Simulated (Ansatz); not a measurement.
# BaB2 (AlB2 type): other levels of theory at one geometry

The task here is to estimate one member of a computed series from the others.

Method: DFT at several levels, plane waves, PAW, in Ansatz 0.2.0.

1 further run of the same task is left out (it didn't finish).

### The system as given

Symmetry: P6/mmm, No. 191, hexagonal system. The conventional cell has a = 3.256 Å, b = 3.256 Å, c = 4.979 Å, α = 90.00°, β = 90.00°, γ = 120.00°. Ba (site symmetry 6/mmm) has 12 B at 3.12 Å and 6 Ba at 3.26 Å as nearest neighbours. Around B (site symmetry -6m2) lie 3 B at 1.88 Å.

Coordinates:

```cif
data_structure
_symmetry_space_group_name_H-M 'P 1'
_symmetry_Int_Tables_number 1
_cell_length_a 3.2557
_cell_length_b 3.2557
_cell_length_c 4.9789
_cell_angle_alpha 90.000
_cell_angle_beta 90.000
_cell_angle_gamma 120.000
_cell_volume 45.70
loop_
_atom_site_label
_atom_site_type_symbol
_atom_site_fract_x
_atom_site_fract_y
_atom_site_fract_z
_atom_site_occupancy
Ba1 Ba 0.00000 0.00000 0.00000 1
B1 B 0.33333 0.66667 0.50000 1
B2 B 0.66667 0.33333 0.50000 1
```

This cell comes from an earlier session at PBE: 15.234 Å³/atom at 0.00 GPa, on a 12×12×8 mesh, a metal on this mesh.

Levels to run: PBE+SOC; r²SCAN; PBEsol; LDA; HSE06. Hardware: 2 threads of an Arm CPU, shared host.

The first run:

Contents of input.yaml:

```yaml
crystal:
  lattice:
    - [3.255686736, 0.0, 0.0]
    - [-1.627843368, 2.8195074202, 0.0]
    - [0.0, 0.0, 4.9788888758]
  atoms:
    - { symbol: Ba, position: [0.0, 0.0, 0.0] }
    - { symbol: B, position: [0.3333333333, 0.6666666667, 0.5] }
    - { symbol: B, position: [0.6666666667, 0.3333333333, 0.5] }
basis:
  ecutwfc: 420
  ecutrho_ratio: 4
kpoints:
  mp_grid: { grid: [12, 12, 8] }
hamiltonian:
  xc: pbe
scf:
  occupations: { method: gaussian, width: 0.05 }
output:
  forces: true
  stress: true
  eigenvalues: true
  populations: true
  dos: { projected: true, de: 0.02 }
  write_density: true
  write_potential: true
  elf: true
  volumetric_format: npy
magnetization:
  noncollinear: true
  spin_orbit: true
```

Launch:

```console
$ ansatz run input.yaml --threads 2 --pin off --max-ram 2662MiB --backend cpu --events-out ev --progress --plain --runs-dir out
```

Steps of the session up to this table: PBE+SOC; r²SCAN; PBEsol; LDA; HSE06.

One table of the session follows, with a row left open; its other results are not shown here.

```
  level  pressure (GPa)
    PBE             0.0
    LDA            -5.8
 PBEsol            -3.4
PBE+SOC             0.0
 r²SCAN               ?
  HSE06            -1.0
```

Q: Estimate the row for r²SCAN from the others.

The run gave: pressure (GPa): 0.6. In the column «pressure (GPa)» it is the highest.

The pressure runs from -5.8 GPa (LDA) to 0.6 GPa (r²SCAN); a negative pressure means that level wants a smaller cell, a positive one a larger cell. Total energies of different levels have different zeros and can't be compared.

Limits of these values: Warnings in the runs' records: stress exchange threshold loose, filled band counts differ across k points, stress scf threshold loose.
